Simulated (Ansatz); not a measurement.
# CHBr3: the cost of one run

Program: Ansatz 0.2.0. Level of theory: the levels named in each step. These are calculated values, not measurements.

**1. The system as given**

Bond lengths: Br1–C2 1.942 Å, C2–Br3 1.941 Å, C2–Br4 1.942 Å, C2–H5 1.089 Å. Angles: Br1–C2–Br3 110.8°, Br1–C2–Br4 110.8°, Br1–C2–H5 108.2°, Br3–C2–Br4 110.8°, Br3–C2–H5 108.2°, Br4–C2–H5 108.1°.

Coordinates:

```xyz
5

Br   -1.4133   -1.1865   -0.0291
C     0.0120   -0.0106    0.5685
Br   -0.3229    1.8170    0.0069
Br    1.7331   -0.6286   -0.0842
H     0.0360   -0.0326    1.6571
```

**2. A rough first relaxation, PBE-D4/def2-SVP**

This run stands in another session on the same molecule. It ended at:

```xyz
5

Br   -1.4255   -1.1975   -0.0163
C     0.0115   -0.0105    0.5437
Br   -0.3249    1.8330    0.0198
Br    1.7489   -0.6342   -0.0726
H     0.0349   -0.0322    1.6446
```

**3. Relaxation, HF/STO-3G**

The input, input.yaml:

```yaml
crystal:
  periodic: [false, false, false]
  atoms:
    - { symbol: Br, position_ang: [-1.42546854, -1.19746329, -0.0162835] }
    - { symbol: C, position_ang: [0.01152098, -0.01052559, 0.54374849] }
    - { symbol: Br, position_ang: [-0.32493253, 1.83303043, 0.01982423] }
    - { symbol: Br, position_ang: [1.74888219, -0.63415571, -0.07261952] }
    - { symbol: H, position_ang: [0.03490791, -0.03222584, 1.6445903] }
basis:
  gaussian: { orbitals: STO-3G }
hamiltonian:
  xc: hf
relax:
  f_tol: 0.002
  max_steps: 150
```

Run with:

```sh
> ansatz run input.yaml --threads 2 --pin off --max-ram 5120MiB --backend cpu --events-out ev --progress --plain --runs-dir out
```

**Question.** How long does this run take on 2 threads of Intel Xeon at 2.70GHz, shared host, and how much memory does it need?

About 9.1 s, with a peak of 0.16 GiB.
